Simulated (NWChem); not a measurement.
# C2H2F2OTi (SMILES C#[C][Ti]([OH])([F])[F]): levels of theory compared

We compute a comparison of 3 runs (HF/def2-SVP, B3LYP/def2-SVP, PBE0/def2-SVP) of C2H2F2OTi. 

The calculation is run with NWChem 7.3.0.

### Step 1. The structure to begin with

C2H2F2OTi: 8 atoms, total charge 0, spin state singlet. SMILES: `C#[C][Ti]([OH])([F])[F]`. The coordinates come from a PBE0-D4/def2-TZVP relaxation. This is one conformer, not always the lowest.

Bond lengths: C1–C2 1.214 Å, C2–Ti3 2.022 Å, Ti3–O4 1.762 Å, Ti3–F5 1.748 Å, Ti3–F6 1.747 Å, C1–H7 1.067 Å, O4–H8 0.958 Å. Angles: C1–C2–Ti3 178.9°, C2–Ti3–O4 107.2°, C2–Ti3–F5 109.3°, C2–Ti3–F6 107.8°, O4–Ti3–F5 110.2°, O4–Ti3–F6 110.7°, F5–Ti3–F6 111.5°, C2–C1–H7 179.8°, Ti3–O4–H8 140.0°.

### Step 2. Energy and forces at HF/def2-SVP (run 1)

The input, mol.nw:

```
START mol
TITLE "C2H2F2OTi gradient"
memory stack 880 mb heap 220 mb global 1100 mb

GEOMETRY noautosym nocenter noautoz
  C      1.390800    -1.352800    -1.371000
  C      0.781700    -0.555600    -0.688200
  Ti    -0.200100     0.795400     0.450900
  O     -1.850300     0.211200     0.648400
  F     -0.201100     2.344200    -0.360300
  F      0.613600     0.882700     1.994400
  H      1.928600    -2.051200    -1.972400
  H     -2.370900    -0.331100     1.242500
END

BASIS spherical bse
  C library def2-SVP
  Ti library def2-SVP
  O library def2-SVP
  F library def2-SVP
  H library def2-SVP
END

SCF
  thresh 1e-08
  maxiter 80
END

TASK scf gradient
```

Started as:

```
$ nwchem mol.nw > mol.out
```

Output:

```text
[...]
  functions       =   111
[...]
  wavefunction    = RHF
[...]
         Total SCF energy =  -1198.767245959141
      One-electron energy =  -2353.475674908186
      Two-electron energy =    798.827731486589
 Nuclear repulsion energy =    355.880697462457
        Time for solution =     22.0s
[...]
                         RHF ENERGY GRADIENTS
    atom               coordinates                        gradient
                 x          y          z           x          y          z
   1 C       2.628231  -2.556421  -2.590814    0.011651  -0.015098  -0.012921
   2 C       1.477199  -1.049932  -1.300509   -0.013751   0.016299   0.014229
   3 Ti     -0.378134   1.503088   0.852077    0.012274  -0.006526  -0.005690
   4 O      -3.496560   0.399110   1.225298   -0.008855   0.002536  -0.009856
   5 F      -0.380024   4.429896  -0.680868   -0.000445   0.010538  -0.006139
   6 F       1.159536   1.668061   3.768870    0.005735   0.000119   0.010279
   7 H       3.644526  -3.876206  -3.727296   -0.000078   0.000268   0.000184
   8 H      -4.480351  -0.625688   2.347985   -0.006532  -0.008135   0.009913
[...]
```

It took 28 s on 1 thread of AMD EPYC 9R45 (Zen 5), shared host; peak memory 0.11 GiB.

### Step 3. Energy and forces at B3LYP/def2-SVP (run 2)

The input, struct.nw:

```
start struct
memory 2200 mb
charge 0

geometry noautosym nocenter noautoz
  C     1.390800   -1.352800   -1.371000
  C     0.781700   -0.555600   -0.688200
  Ti   -0.200100    0.795400    0.450900
  O    -1.850300    0.211200    0.648400
  F    -0.201100    2.344200   -0.360300
  F     0.613600    0.882700    1.994400
  H     1.928600   -2.051200   -1.972400
  H    -2.370900   -0.331100    1.242500
end

basis "ao basis" spherical bse
  C library def2-SVP
  Ti library def2-SVP
  O library def2-SVP
  F library def2-SVP
  H library def2-SVP
end

dft
  xc b3lyp
  grid fine
  convergence energy 1e-08
  iterations 100
  mulliken
  noprint "final vectors analysis"
end

task dft gradient
```

Started as:

```
$ nwchem struct.nw > struct.out
```

Output:

```text
[...]
          Wavefunction type:  closed shell.
          No. of atoms     :     8
          No. of electrons :    62
[...]
          Charge           :     0
          Spin multiplicity:     1
[...]
          AO basis - number of functions:   111
[...]
              XC Information
              --------------
                         B3LYP Method XC Potential
                     Hartree-Fock (Exact) Exchange  0.200
                        Slater Exchange Functional  0.800 local
                    Becke 1988 Exchange Functional  0.720 non-local
              Lee-Yang-Parr Correlation Functional  0.810
                  VWN I RPA Correlation Functional  0.190 local
[...]
 d= 0,ls=0.0,diis     1  -1201.0700233103 -1.56D+03  6.37D-02  3.11D+00     1.7
[...]
 d= 0,ls=0.5,diis    32  -1201.5631161176 -6.76D-09  7.27D-07  6.21D-09    41.7
         Total DFT energy =    -1201.563116121138
      One electron energy =    -2357.591273171255
           Coulomb energy =      883.250046231511
    Exchange-Corr. energy =      -83.102586643850
 Nuclear repulsion energy =      355.880697462457
[...]
      Total Density - Mulliken Population Analysis
     ---------------------------------------------
    Atom       Charge   Shell Charges
 -----------   ------   -------------------------------------------------------
    1 C    6     6.30   1.99  0.92  0.55  1.99  0.83  0.02
    2 C    6     6.02   1.99  0.94  0.05  1.97  1.06  0.02
    3 Ti  22    20.78   2.00  2.00  2.01  0.20 -0.01  6.00  6.04  0.48  1.27  0.74  0.07
    4 O    8     8.42   1.99  1.07  0.67  2.88  1.80  0.01
    5 F    9     9.36   1.99  1.13  0.82  3.33  2.08  0.00
    6 F    9     9.36   1.99  1.13  0.82  3.33  2.08  0.00
    7 H    1     0.98   0.74  0.21  0.03
    8 H    1     0.79   0.66  0.06  0.07
[...]
  wavefunction    = closed shell
                         DFT ENERGY GRADIENTS
    atom               coordinates                        gradient
                 x          y          z           x          y          z
   1 C       2.628231  -2.556421  -2.590814   -0.008743   0.011636   0.009930
   2 C       1.477199  -1.049932  -1.300509    0.011756  -0.015702  -0.013433
   3 Ti     -0.378134   1.503088   0.852077    0.000925  -0.002269  -0.001635
   4 O      -3.496560   0.399110   1.225298   -0.006201  -0.005342   0.004898
   5 F      -0.380024   4.429896  -0.680868    0.000054   0.002606  -0.001609
   6 F       1.159536   1.668061   3.768870    0.001493  -0.000038   0.002660
   7 H       3.644526  -3.876206  -3.727296   -0.003592   0.004652   0.004007
   8 H      -4.480351  -0.625688   2.347985    0.004308   0.004457  -0.004819
[...]
```

Wall time 49 s (1 thread of AMD EPYC 9R45 (Zen 5), shared host); peak memory 0.14 GiB.

### Step 4. Energy and forces at PBE0/def2-SVP (run 3)

The input, c2h2f2oti.nw:

```
start c2h2f2oti
memory total 2200 mb

geometry units au noautosym nocenter noautoz
  C      2.62823109    -2.55642150    -2.59081452
  C      1.47719891    -1.04993183    -1.30050952
  Ti    -0.37813420     1.50308816     0.85207751
  O     -3.49656025     0.39911016     1.22529842
  F     -0.38002392     4.42989598    -0.68086832
  F      1.15953595     1.66806125     3.76886978
  H      3.64452580    -3.87620623    -3.72729581
  H     -4.48035167    -0.62568832     2.34798471
end

basis spherical bse
  * library def2-SVP
end

dft
  xc pbe0
  grid fine
  convergence energy 1e-08
  iterations 100
  mulliken
end

task dft gradient
```

Started as:

```
$ nwchem c2h2f2oti.nw > c2h2f2oti.out
```

Output:

```text
[...]
          Wavefunction type:  closed shell.
          No. of atoms     :     8
          No. of electrons :    62
[...]
          Charge           :     0
          Spin multiplicity:     1
[...]
          AO basis - number of functions:   111
[...]
              XC Information
              --------------
                         PBE0 Method XC Functional
                     Hartree-Fock (Exact) Exchange  0.250
          PerdewBurkeErnzerhof Exchange Functional  0.750
            Perdew 1991 LDA Correlation Functional  1.000 local
           PerdewBurkeErnz. Correlation Functional  1.000 non-local
[...]
 d= 0,ls=0.0,diis     1  -1200.4882127512 -1.56D+03  6.13D-02  3.14D+00     1.7
[...]
 d= 0,ls=0.5,diis    29  -1200.9730688167 -7.85D-09  7.70D-07  6.60D-09    37.9
         Total DFT energy =    -1200.973068820583
      One electron energy =    -2357.228301561029
           Coulomb energy =      882.861333525546
    Exchange-Corr. energy =      -82.486772766758
 Nuclear repulsion energy =      355.880671981657
[...]
      Total Density - Mulliken Population Analysis
     ---------------------------------------------
    Atom       Charge   Shell Charges
 -----------   ------   -------------------------------------------------------
    1 C    6     6.33   1.99  0.92  0.54  1.98  0.88  0.02
    2 C    6     6.06   1.99  0.93  0.03  1.95  1.14  0.02
    3 Ti  22    20.71   2.00  2.00  2.01  0.18 -0.01  6.00  6.04  0.44  1.24  0.74  0.07
    4 O    8     8.44   1.99  1.07  0.69  2.86  1.83  0.01
    5 F    9     9.37   1.99  1.13  0.83  3.31  2.10  0.00
    6 F    9     9.37   1.99  1.13  0.83  3.31  2.10  0.00
    7 H    1     0.94   0.73  0.18  0.03
    8 H    1     0.78   0.66  0.05  0.07
[...]
  wavefunction    = closed shell
                         DFT ENERGY GRADIENTS
    atom               coordinates                        gradient
                 x          y          z           x          y          z
   1 C       2.628231  -2.556422  -2.590815   -0.007383   0.009827   0.008390
   2 C       1.477199  -1.049932  -1.300510    0.012331  -0.016189  -0.013969
   3 Ti     -0.378134   1.503088   0.852078    0.003708  -0.004112  -0.003682
   4 O      -3.496560   0.399110   1.225298   -0.011744  -0.006157   0.004091
   5 F      -0.380024   4.429896  -0.680868    0.000097   0.008382  -0.004576
   6 F       1.159536   1.668061   3.768870    0.004599   0.000412   0.008323
   7 H       3.644526  -3.876206  -3.727296   -0.003944   0.005116   0.004405
   8 H      -4.480352  -0.625688   2.347985    0.002336   0.002722  -0.002982
[...]
```

Wall time 45 s (1 thread of AMD EPYC 9R45 (Zen 5), shared host); peak memory 0.14 GiB.

### Step 5. Overview of the runs

```csv
run,level,iteration cap,module,energy (Eh),dipole moment (D),HOMO energy (eV),LUMO energy (eV),wall time
1,HF/def2-SVP,80,scf,-1198.767246,2.69,-11.26,1.17,28 s
2,B3LYP/def2-SVP,100,dft,-1201.563116,2.42,–,–,49 s
3,PBE0/def2-SVP,100,dft,-1200.973069,2.45,-8.37,-2.73,45 s
```

### Step 6. Results

| quantity | value |
| --- | --- |
| run 3: total energy | -1200.97307 Eh |
| run 3: dipole moment | 2.45 D |
| run 3: HOMO energy | -8.37 eV |
| run 3: LUMO energy | -2.73 eV |
| run 3: HOMO–LUMO gap | 5.64 eV |
| run 3: largest force on an atom | 1.269 eV/Å |

In words: The dipole moment (its size) runs from 2.42 D (B3LYP/def2-SVP) to 2.69 D (HF/def2-SVP). Totals of different functionals can't be ranked against each other. All runs together took 2 min, the longest 49 s.
